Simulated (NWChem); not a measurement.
# One shape, several levels: BClF2 (SMILES FB(F)Cl)

Wanted: a comparison of 6 runs (HF/def2-SVP, BP86/6-31G, B3LYP/6-31G*, r2SCAN/6-311+G**, SVWN5/def2-TZVP, CCSD(T)/3-21G) of BClF2. 

The results are computed with NWChem 7.3.0.

1 further run of the same task is left out (set aside as unsound or not needed).

## Step 1: Starting point

BClF2 has 4 atoms, charge 0, and is taken as a singlet. As SMILES, `FB(F)Cl`. The shape is that of a PBE0-D4/def2-TZVP optimisation.

Bond lengths: F1–B2 1.310 Å, B2–F3 1.310 Å, B2–Cl4 1.740 Å. Angles: F1–B2–F3 119.0°, F1–B2–Cl4 120.5°, F3–B2–Cl4 120.5°.

## Step 2: Energy and forces at HF/def2-SVP (run 1)

Input file bclf2.nw:

```
start bclf2
memory total 2200 mb
geometry units angstrom noautosym nocenter noautoz
   F    -0.173700   -1.254300   -0.546300
   B    -0.067100   -0.041300   -0.062000
   F    -1.011600    0.830100   -0.317700
   Cl    1.307900    0.405300    0.905700
end
basis "ao basis" spherical bse
   * library def2-SVP
end
scf
   thresh 1e-08
   maxiter 80
   print medium
end
task scf gradient
```

Command:

```console
$ nwchem bclf2.nw > bclf2.out
```

The log of the run:

```text
[...]
  functions       =    60
[...]
  wavefunction    = RHF
[...]
         Total SCF energy =   -682.909088853796
      One-electron energy =  -1229.041725151964
      Two-electron energy =    403.996325249384
 Nuclear repulsion energy =    142.136311048785
        Time for solution =      2.1s
[...]
                         RHF ENERGY GRADIENTS
    atom               coordinates                        gradient
                 x          y          z           x          y          z
   1 F      -0.328245  -2.370283  -1.032357   -0.000240  -0.012172  -0.004376
   2 B      -0.126801  -0.078046  -0.117163    0.011207   0.003772   0.007953
   3 F      -1.911647   1.568662  -0.600366   -0.008734   0.009124  -0.002001
   4 Cl      2.471573   0.765906   1.711525   -0.002233  -0.000725  -0.001576
[...]
```

Run time: 3.9 s. Hardware: 1 thread of Intel Xeon Platinum 8488C (Sapphire Rapids), shared host; peak memory 0.099 GiB.

## Step 3: Energy and forces at BP86/6-31G (run 2)

Input file work.nw:

```
start work
title "BClF2"
memory total 2200 mb

geometry units angstrom noautosym nocenter noautoz
   F       -0.173700      -1.254300      -0.546300
   B       -0.067100      -0.041300      -0.062000
   F       -1.011600       0.830100      -0.317700
   Cl       1.307900       0.405300       0.905700
end

basis spherical bse
   * library 6-31G
end

dft
   xc becke88 perdew86
   grid xfine
   convergence energy 1e-08
   maxiter 100
   mulliken
end

task dft gradient
```

Command:

```console
$ nwchem work.nw > work.out
```

The log of the run:

```text
[...]
          Wavefunction type:  closed shell.
          No. of atoms     :     4
          No. of electrons :    40
[...]
          Charge           :     0
          Spin multiplicity:     1
[...]
          AO basis - number of functions:    40
[...]
              XC Information
              --------------
                    Becke 1988 Exchange Functional  1.000
                Perdew 1981 Correlation Functional  1.000 local
                Perdew 1986 Correlation Functional  1.000 non-local
[...]
 d= 0,ls=0.0,diis     1   -684.6952013247 -8.27D+02  4.32D-02  9.50D-01     0.7
[...]
 d= 0,ls=0.0,diis    10   -684.8288832722 -3.30D-11  1.66D-07  1.43D-10     4.8
         Total DFT energy =     -684.828883272220
      One electron energy =    -1229.108770167187
           Coulomb energy =      455.501843328715
    Exchange-Corr. energy =      -53.358267482533
 Nuclear repulsion energy =      142.136311048785
[...]
      Total Density - Mulliken Population Analysis
     ---------------------------------------------
    Atom       Charge   Shell Charges
 -----------   ------   -------------------------------------------------------
    1 F    9     9.21   2.00  0.94  3.32  1.02  1.94
    2 B    5     4.53   2.00  0.59  1.49  0.09  0.36
    3 F    9     9.21   2.00  0.94  3.32  1.02  1.94
    4 Cl  17    17.05   2.00  2.00  5.97  1.42  3.66  0.52  1.48
[...]
  wavefunction    = closed shell
                         DFT ENERGY GRADIENTS
    atom               coordinates                        gradient
                 x          y          z           x          y          z
   1 F      -0.328245  -2.370283  -1.032357    0.003816   0.045679   0.018115
   2 B      -0.126801  -0.078046  -0.117163   -0.017265  -0.005458  -0.012090
   3 F      -1.911647   1.568662  -0.600366    0.035543  -0.033046   0.009528
   4 Cl      2.471573   0.765906   1.711525   -0.022093  -0.007175  -0.015553
[...]
```

It took 6.9 s on 1 thread of Intel Xeon Platinum 8488C (Sapphire Rapids), shared host; peak memory 0.12 GiB.

Runs 3 to 5 aren't shown in full; the table further down has their settings and results.

## Step 4: A single-point energy at CCSD(T)/3-21G (run 6)

Input file bclf2.nw:

```
start bclf2
title "BClF2"
memory 2200 mb
geometry noautosym nocenter noautoz
 F    -0.173700   -1.254300   -0.546300
 B    -0.067100   -0.041300   -0.062000
 F    -1.011600    0.830100   -0.317700
 Cl    1.307900    0.405300    0.905700
end
basis spherical bse
 * library 3-21G
end
scf
 singlet
 rhf
 thresh 1e-08
 maxiter 80
 print medium
end
ccsd
 freeze core 8
 maxiter 60
end
task ccsd(t) energy
```

Command:

```console
$ nwchem bclf2.nw > bclf2.out
```

The log of the run:

```text
[...]
  functions       =    40
[...]
  wavefunction    = RHF
[...]
         Total SCF energy =   -679.819993240438
      One-electron energy =  -1224.983935422956
      Two-electron energy =    403.027631133733
 Nuclear repulsion energy =    142.136311048785
        Time for solution =      0.6s
[...]
 Total MP2 energy:           -680.154130397985114
[...]
             energy      energy      error      ampl     ampl      Block
                                                time     time      time
[...]
 Total CCSD energy:           -680.160164724009860
[...]
 Total CCSD+T(CCSD) energy:           -680.168069668437283
[...]
 Total CCSD(T) energy:                -680.166757202021017
[...]
```

Run time: 5.4 s. Hardware: 1 thread of Intel Xeon Platinum 8488C (Sapphire Rapids), shared host; peak memory 0.11 GiB.

## Step 5: All runs side by side

| run | level | iteration cap | module | energy (Eh) | dipole moment (D) | HOMO energy (eV) | LUMO energy (eV) | wall time |
| --- | --- | --- | --- | --- | --- | --- | --- | --- |
| 1 | HF/def2-SVP | 80 | scf | -682.909089 | 0.30 | -13.38 | 4.01 | 3.9 s |
| 2 | BP86/6-31G | 100 | dft | -684.828883 | 0.12 | -8.50 | -1.44 | 6.9 s |
| 3 | B3LYP/6-31G* (spherical functions) | 100 | dft | -684.883283 | 0.14 | -9.38 | -0.01 | 10 s |
| 4 | r2SCAN/6-311+G** | 100 | dft | -684.848497 | 0.20 | -8.82 | -0.94 | 18 s |
| 5 | SVWN5/def2-TZVP | 100 | dft | -682.003813 | 0.28 | -8.53 | -1.62 | 32 s |
| 6 | CCSD(T)/3-21G | 80 | ccsd(t) | -680.166757 | – | -13.67 | 3.85 | 5.4 s |

## Step 6: Summary of results

| quantity | value |
| --- | --- |
| run 6: total energy | -680.16676 Eh |
| run 6: HOMO energy (Hartree–Fock orbitals) | -13.67 eV |
| run 6: LUMO energy (Hartree–Fock orbitals) | 3.85 eV |
| run 6: HOMO–LUMO gap (Hartree–Fock orbitals) | 17.52 eV |
| run 6: correlation energy (8 core orbitals frozen) | -346.8 mEh |
| run 6: (T) correction | -6.59 mEh |

In words: Over runs 1, 2, 3, 4, 5 the dipole moment (its size) runs from 0.12 D (BP86/6-31G) to 0.30 D (HF/def2-SVP). The two ends differ in method and basis. The two dipoles point in opposite directions. Over runs 1, 2, 3, 4, 5 the HOMO–LUMO gap runs from 6.91 eV (SVWN5/def2-TZVP) to 17.40 eV (HF/def2-SVP). Totals of different functionals can't be ranked against each other. All runs together took 77 s, the longest 32 s.
